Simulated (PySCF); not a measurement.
# C3H8O2Si: the cost of one run

Computed with PySCF 2.14.0, with density-fitted response routines of our own, on a single molecule in the gas phase. Atoms are numbered from 0 throughout.

## (1) The molecule as given

14 atoms, charge 0, multiplicity 1; geometry from: GFN2-xTB. The atoms were then displaced at random by about 0.01 Å, so the start is not that level's minimum.

Bonds of the start (Å): C0–C1 1.50, C1–C2 1.31, C2–O3 1.38, O3–Si4 1.58, Si4–O5 1.61, C0–H6 1.09, C0–H7 1.10, C0–H8 1.05, C1–H9 1.08, C2–H10 1.09, Si4–H11 1.45, Si4–H12 1.46, O5–H13 0.94.

## (2) Geometry optimisation at PBE0-D3(BJ)/def2-SVP

Job settings and geometry (Å):

```
{"job": {"xc": "PBE0", "basis": "def2-SVP", "d3": "d3bj", "grid": 1, "shake": 0.01, "kind": "geom"}, "charge": 0, "multiplicity": 1}
C     -2.280120    -0.499940    -0.105380
C     -1.632450     0.841750     0.065670
C     -0.332690     1.007690     0.122770
O      0.586150    -0.018450     0.044110
Si     2.162620    -0.070000    -0.011240
O      2.377480    -1.662270    -0.017550
H     -2.983800    -0.661790     0.710890
H     -2.856770    -0.480340    -1.042510
H     -1.563160    -1.264110    -0.119480
H     -2.262080     1.714780     0.155290
H      0.122040     1.988100     0.266810
H      2.686980     0.560670    -1.212870
H      2.727880     0.559650     1.179390
H      3.240750    -2.030800    -0.043670
```

On the command line:

```bash
> OMP_NUM_THREADS=1 python probes_run.py task.json out
```

This one command runs all jobs of the session in turn.

Q: Estimate the wall time and peak memory of this first job on 1 thread of Intel Xeon 6975P-C, shared host.

About 1.8 min, with a peak of 0.53 GiB.
